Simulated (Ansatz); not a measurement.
What does this script print? It uses the Ansatz DFT code, driven from Python.

`bde_bcl2h.py`
```python
"""Cost of removing each kind of hydrogen from BCl2H, fragments frozen."""

import ansatz as az

BASIS = "6-31G*"
XC = "PBE0"


def single_point(molecule, charge=0, unpaired=0):
    calc = molecule.calculation().basis(gaussian=BASIS).functional(XC)
    if charge:
        calc = calc.charge(charge)
    if unpaired:
        calc = calc.spin("collinear", total=unpaired)
    report = calc.run(threads=1).report
    if report["published_state_doubts"]:
        print("  doubts:", report["published_state_doubts"])
    return report["free_energy_ev"]

def without(molecule, index):
    rest = az.Crystal.molecule()
    for i, site in enumerate(molecule.cartesian_sites):
        if i != index:
            rest = rest.atom(site.symbol, site.position_ang)
    return rest


def main() -> None:
    mol = (
        az.Crystal.molecule()
        .atom("Cl", (-1.5842, -0.7426, 0.0142))
        .atom("B", (0.0034, 0.1364, -0.0818))
        .atom("Cl", (1.4436, -0.6288, 0.7085))
        .atom("H", (0.1926, 1.1747, -0.6612))
    )

    whole = single_point(mol, 0)
    hydrogen = single_point(az.Crystal.molecule().atom("H", (0, 0, 0)), 0, 1)
    print(f"E(molecule) = {whole:.5f} eV, E(H) = {hydrogen:.5f} eV")
    for index in [3]:
        radical = single_point(without(mol, index), 0, 1)
        print(f"H{index}: homolysis {96.485332 * (radical + hydrogen - whole):.1f} kJ/mol")


if __name__ == "__main__":
    main()
```

```console
$ python bde_bcl2h.py
E(molecule) = -25729.55708 eV, E(H) = -13.58146 eV
H3: homolysis 450.5 kJ/mol
```

What to keep in mind:
- Total energies depend on the basis set; only differences at equal settings carry meaning.
- The geometry is a force-field or estimated start, not a minimum of this method, and the basis set is short of its limit. All parts are taken at fixed geometry, without zero-point energy.
- Run time: 3.4 s on 1 thread of Arm Neoverse V1, with other jobs on the host, peak memory 0.17 GiB.
